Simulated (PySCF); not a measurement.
# CBr4: the cost of one run

Computed with PySCF 2.14.0, with density-fitted response routines of our own, on a single molecule in the gas phase. Atoms count from 0, in the outputs and in this text.

## (1) Starting geometry

5 atoms, charge 0, multiplicity 1; geometry from: GFN2-xTB. The atoms were then displaced at random by about 0.01 Å, so the start is not that level's minimum.

Bonds of the start (Å): Br0–C1 1.94, C1–Br2 1.93, C1–Br3 1.93, C1–Br4 1.95.

## (2) Optimising the geometry at PBE0-D3(BJ)/def2-TZVP

What the job is given:

```
{"job": {"xc": "PBE0", "basis": "def2-TZVP", "d3": "d3bj", "grid": 2, "shake": 0.01, "kind": "geom"}, "charge": 0, "multiplicity": 1}
Br    -1.248130    -0.891130     1.185180
C     -0.003630    -0.003630    -0.005320
Br     1.370880     0.850040     1.040770
Br    -0.881790     1.341120    -1.071280
Br     0.796240    -1.330380    -1.187240
```

Command:

```console
$ OMP_NUM_THREADS=1 python probes_run.py task.json out
```

This one command runs all jobs of the session in turn.

Q: Estimate the wall time and peak memory of this first job on 1 thread of Arm Neoverse V1, shared host.

About 3.2 min, with a peak of 1 GiB.
